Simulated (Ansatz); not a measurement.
Task: a single point in a Gaussian basis of CH7NSiTe, SMILES C[Te][SiH2]N, with Ansatz 0.2.0, Python API. Give the script and its output. Settings: PBE, def2-SVP basis, multiplicity 1, D4 dispersion.

`ch7nsite.xyz`
```text
11

C    -1.43300    1.31890   -0.47360
Te   -0.53910    1.23260    1.43200
Si    0.43550   -0.95230    0.80080
N     1.57850   -0.73620   -0.63220
H    -2.15310    0.48650   -0.64430
H    -2.07300    2.31650   -0.54340
H    -0.68210    1.36970   -1.27770
H    -0.56550   -1.89660    0.50670
H     1.28280   -1.43890    1.97630
H     1.95690   -1.67020   -0.78680
H     2.25770   -0.08710   -0.33730
```

Script `energy_ch7nsite.py`:
```python
"""Electronic structure of the CH7NSiTe molecule."""

from pathlib import Path

import ansatz

BASIS_SET = "def2-SVP"
FUNCTIONAL = "pbe"
VDW = "d4"


def main() -> None:
    system = ansatz.Crystal.molecule_from_extxyz("ch7nsite.xyz")

    setup = (
        system.calculation()
        .basis(gaussian=BASIS_SET)
        .functional(FUNCTIONAL, dispersion=VDW)
        .scf(lower_state_search="light")
        .orbitals()
    )
    out = setup.run(runs_dir="runs")
    data = out.report

    for key in ("converged", "free_energy_ev", "reference_energy_ev", "n_frozen", "n_occupied", "n_virtual"):
        print(f"{key:22s} {data[key]}")

    field = data["mean_field"]
    print("<S^2> =", round(abs(field["state"]["spin_squared"]), 4), " all-electron relativity setting:", field["relativity"])
    print("passes:", field["passes"])
    if "symmetry" in field:
        print("occupied orbitals by irrep:", field["symmetry"]["occupied"])

    lines = Path(data["orbitals_path"]).read_text().splitlines()
    field_of = lambda key: [line.split("=")[1].strip() for line in lines if line.startswith(key)]
    orbitals = [(27.211386 * float(e), s, float(n)) for e, s, n in zip(field_of("Ene="), field_of("Spin="), field_of("Occup="))]
    homo = max(e for e, _, n in orbitals if n > 0.5)
    lumo = min(e for e, _, n in orbitals if n < 0.5)
    print(f"HOMO {homo:.3f} eV, LUMO {lumo:.3f} eV, gap {lumo - homo:.3f} eV")


if __name__ == "__main__":
    main()
```

Output of `python energy_ch7nsite.py`:
```text
converged              True
free_energy_ev         -17800.342711196543
reference_energy_ev    -17800.07260827808
n_frozen               0
n_occupied             [29, 29]
n_virtual              [78, 78]
<S^2> = 0.0  all-electron relativity setting: none
passes: {'evaluations': 18, 'products': 12}
occupied orbitals by irrep: [{'A': 29}, {'A': 29}]
HOMO -5.012 eV, LUMO -1.169 eV, gap 3.843 eV
```

Reading the output:
- The settings weren't tested for convergence.
- The geometry is a force-field or estimated start, not a minimum of this method, and the basis set is short of its limit.
- def2 sets replace the cores of elements past krypton by effective core potentials.
- Total less reference energy is the dispersion correction.
- Levels such as HOMO and LUMO are orbital energies: with these approximate functionals they aren't the ionisation energy and electron affinity, and their gap isn't the fundamental gap.
- The whole script took 3.8 s on 1 thread of Arm Neoverse V1 (shared host), peak memory 0.2 GiB.

(Lines on the test bed's own set-up are left out of the output.)
